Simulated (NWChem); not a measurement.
# doublet [AsH3]+ at 4 levels

We compute a comparison of 4 runs (UHF/STO-3G, UHF/3-21G, UB3LYP/6-31G*) of doublet [AsH3]+. 

The results are computed with NWChem 7.3.0.

43 further runs of the same task are left out: 43 set aside as unsound or not needed.

### 1 The system as given

[AsH3]+ has 4 atoms, charge +1, and is taken as a doublet. SMILES of the parent species: `[AsH3]`. The shape is that of a PBE0-D4/def2-TZVP optimisation. That shape belongs to the parent species and isn't relaxed for this state.

Bond lengths: As1–H2 1.522 Å, As1–H3 1.522 Å, As1–H4 1.522 Å. Angles: H2–As1–H3 92.0°, H2–As1–H4 92.0°, H3–As1–H4 92.0°.

### 2 The energy at UHF/STO-3G (run 1)

Contents of mol.xyz:

```xyz
4
AsH3
As    -0.215800     0.487600    -0.346000
H      0.349900     0.630300     1.059400
H     -1.068000    -0.705500     0.061100
H      0.933900    -0.412500    -0.774500
```

Contents of mol.nw:

```
start mol
title "AsH3"
memory stack 880 mb heap 220 mb global 1100 mb
charge 1
geometry units angstroms noautosym nocenter noautoz
load format xyz mol.xyz
end
basis spherical bse
As library STO-3G
H library STO-3G
end
scf
doublet
uhf
thresh 1e-08
maxiter 80
end
task scf energy
```

The run is started by

```console
$ nwchem mol.nw > mol.out
```

Standard output:

```text
[...]
  functions       =    21
[...]
  wavefunction    = UHF
[...]
         Total SCF energy =  -2210.736919717216
      One electron energy =  -3156.387310573494
      Two electron energy =    910.497210373423
 Nuclear repulsion energy =     35.153180482855
                       Sz =      0.5000
                 Sz(Sz+1) =      0.7500
                      S^2 =      0.7536
[...]
```

Run time: 1.3 s. Hardware: 1 thread of Intel Xeon Platinum 8488C (Sapphire Rapids), shared host; peak memory 0.097 GiB.

### 3 A single-point energy at UHF/3-21G (run 2)

Contents of struct.nw:

```
start struct
title "AsH3"
memory stack 880 mb heap 220 mb global 1100 mb
charge 1

geometry noautosym nocenter noautoz
As   -0.215800    0.487600   -0.346000
H     0.349900    0.630300    1.059400
H    -1.068000   -0.705500    0.061100
H     0.933900   -0.412500   -0.774500
end

basis spherical bse
* library 3-21G
end

scf
doublet
uhf
thresh 1e-08
maxiter 80
print low
end

task scf energy
```

The run is started by

```console
$ nwchem struct.nw > struct.out
```

Standard output:

```text
[...]
  functions       =    28
[...]
  wavefunction    = UHF
[...]
         Total SCF energy =  -2224.780439530464
      One electron energy =  -3164.337565772687
      Two electron energy =    904.403945759367
 Nuclear repulsion energy =     35.153180482855
                       Sz =      0.5000
                 Sz(Sz+1) =      0.7500
                      S^2 =      0.7524
[...]
```

Run time: 1.4 s. Hardware: 1 thread of Intel Xeon Platinum 8488C (Sapphire Rapids), shared host; peak memory 0.097 GiB.

### 4 A single-point energy at UB3LYP/6-31G(d) (spherical functions) (run 3)

Contents of struct.nw:

```
start struct
memory total 2200 mb
charge 1

geometry units angstroms noautosym nocenter noautoz
 As    -0.215800     0.487600    -0.346000
 H      0.349900     0.630300     1.059400
 H     -1.068000    -0.705500     0.061100
 H      0.933900    -0.412500    -0.774500
end

basis spherical bse
 * library 6-31G*
end

dft
 xc b3lyp
 mult 2
 grid xfine
 convergence energy 1e-08
 maxiter 100
 mulliken
end

task dft energy
```

The run is started by

```console
$ nwchem struct.nw > struct.out
```

Standard output:

```text
[...]
          Wavefunction type:  spin polarized.
          No. of atoms     :     4
          No. of electrons :    35
[...]
          Charge           :     1
          Spin multiplicity:     2
[...]
          AO basis - number of functions:    38
[...]
              XC Information
              --------------
                         B3LYP Method XC Potential
                     Hartree-Fock (Exact) Exchange  0.200
                        Slater Exchange Functional  0.800 local
                    Becke 1988 Exchange Functional  0.720 non-local
              Lee-Yang-Parr Correlation Functional  0.810
                  VWN I RPA Correlation Functional  0.190 local
[...]
 d= 0,ls=0.0,diis     1  -2236.5598308329 -2.27D+03  2.74D-02  3.04D+00     1.3
[...]
 d= 0,ls=0.0,diis     9  -2237.0271590689 -7.75D-09  8.53D-07  4.35D-10     8.8
[...]
         Total DFT energy =    -2237.027159068855
      One electron energy =    -3173.470911460679
           Coulomb energy =      985.159944181009
    Exchange-Corr. energy =      -83.869372272042
 Nuclear repulsion energy =       35.153180482855
[...]
      Total Density - Mulliken Population Analysis
     ---------------------------------------------
    Atom       Charge   Shell Charges
 -----------   ------   -------------------------------------------------------
    1 As  33    32.60   2.00  2.00  6.00  2.00  5.99  1.52  2.51  0.15  0.33  6.89  2.93  0.29
    2 H    1     0.80   0.45  0.35
    3 H    1     0.80   0.45  0.35
    4 H    1     0.80   0.45  0.35
[...]
      <S2> =      0.7510 (Exact =     0.7500)
[...]
```

Wall time 9.6 s (1 thread of Intel Xeon Platinum 8488C (Sapphire Rapids), shared host); peak memory 0.12 GiB.

### 5 The energy at UB3LYP/6-31G(d) (Cartesian functions) (run 4)

Contents of run.py:

```python
from ase import Atoms
from ase.calculators.nwchem import NWChem

mol = Atoms(['As', 'H', 'H', 'H'], positions=[
    [-0.215800, 0.487600, -0.346000],
    [0.349900, 0.630300, 1.059400],
    [-1.068000, -0.705500, 0.061100],
    [0.933900, -0.412500, -0.774500],
])

calc = NWChem(
    label='mymol',
    theory='dft',
    memory='2200 mb',
    basis='6-31G*',
    charge=1,
    dft={'xc': 'b3lyp', 'mult': '2', 'grid': 'xfine', 'convergence': 'energy 1e-08', 'iterations': '100', 'mulliken': None},
    task='energy',
)
mol.calc = calc

print(f"energy = {mol.get_potential_energy():.6f} eV")
```

The run is started by

```console
$ export ASE_NWCHEM_COMMAND="nwchem PREFIX.nwi > PREFIX.nwo"
$ python run.py
```

Standard output:

```text
energy = -60872.774892 eV
```

The calculator wrote mymol.nwi:

```
title "mymol"

permanent_dir mymol

scratch_dir mymol

start mymol

geometry units angstrom nocenter noautosym noautoz
  As -2.1579999999999999e-01 4.8759999999999998e-01 -3.4599999999999997e-01
  H  3.4989999999999999e-01 6.3029999999999997e-01 1.0593999999999999e+00
  H  -1.0680000000000001e+00 -7.0550000000000002e-01 6.1100000000000002e-02
  H  9.3389999999999995e-01 -4.1249999999999998e-01 -7.7449999999999997e-01
end

charge 1

memory 2200 mb

basis noprint
   * library 6-31G*
end

dft
  xc b3lyp
  mult 2
  grid xfine
  convergence energy 1e-08
  iterations 100
  mulliken
end

task dft energy
```

mymol.nwo:

```text
Northwest Computational Chemistry Package (NWChem) 7.3.0
             --------------------------------------------------------

           Job information
           ---------------

    nwchem branch   = 7.3.0
    use scalapack   = T
    input           = mymol.nwi
    prefix          = mymol.
    data base       = mymol/mymol.db
    status          = startup
    nproc           =        1

           Memory information
           ------------------

    heap     =     72089594 doubles =      550.0 Mbytes
    stack    =     72089599 doubles =      550.0 Mbytes
    global   =    144179200 doubles =     1100.0 Mbytes (distinct from heap & stack)
    total    =    288358393 doubles =     2200.0 Mbytes
    verify   = yes
    hardfail = no

[... 90 lines left out ...]
  convergence criterion.
[... 17 lines left out ...]
          Convergence on gradient requested:  5.00D-04
[... 25 lines left out ...]
          Convergence aids based upon iterative change in
[... 30 lines left out ...]
 1-e energy   =   -3096.043753
[... 65 lines left out ...]
         Total DFT energy =    -2237.033234468196
[... 2 lines left out ...]
    Exchange-Corr. energy =      -83.840055439849
[... 301 lines left out ...]
                     DFT Final Beta Molecular Orbital Analysis
[... 366 lines left out ...]
 center of mass
 --------------
 x =  -0.38671140 y =   0.87377180 z =  -0.62002848

 moments of inertia (a.u.)
 ------------------
          16.211963882184          -0.303792290839           0.215901905402
          -0.303792290839          16.764762624122          -0.487437696623
           0.215901905402          -0.487437696623          16.423269001103

     Multipole analysis of the density
     ---------------------------------

     L   x y z        total         alpha         beta         nuclear
     -   - - -        -----         -----         ----         -------
     0   0 0 0      1.000000    -18.000000    -17.000000     36.000000

     1   1 0 0     -0.293636      6.645378      6.110677    -13.049692
[... 8 lines of this table left out ...]
     2   0 0 2    -10.856035    -16.960409    -14.166914     20.271289

 Task  times  cpu:        9.3s     wall:        9.3s
 Total times  cpu:        9.3s     wall:        9.3s
```

It took 11 s on 1 thread of Intel Xeon Platinum 8488C (Sapphire Rapids), shared host; peak memory 0.12 GiB.

### 6 All runs side by side

```csv
run,level,iteration cap,module,energy (Eh),HOMO energy (eV),LUMO energy (eV),⟨S²⟩,wall time
1,UHF/STO-3G,80,scf,-2210.736920,-19.28,-6.83,0.754,1.3 s
2,UHF/3-21G,80,scf,-2224.780440,–,–,0.752,1.4 s
3,UB3LYP/6-31G* (spherical functions),100,dft,-2237.027159,-16.70,-13.45,0.751,9.6 s
4,UB3LYP/6-31G* (Cartesian functions),100,dft,-2237.033234,-16.70,-13.45,0.751,11 s
```

### 7 Summary of results

```
                                 quantity           value
                      run 4: total energy  -2237.03323 Eh
run 4: HOMO energy (highest over α and β)       -16.70 eV
 run 4: LUMO energy (lowest over α and β)       -13.45 eV
                              run 4: ⟨S²⟩           0.751
```

What this shows: In run 1 the basis is minimal, so the values are rough. All runs together took 23 s, the longest 11 s.
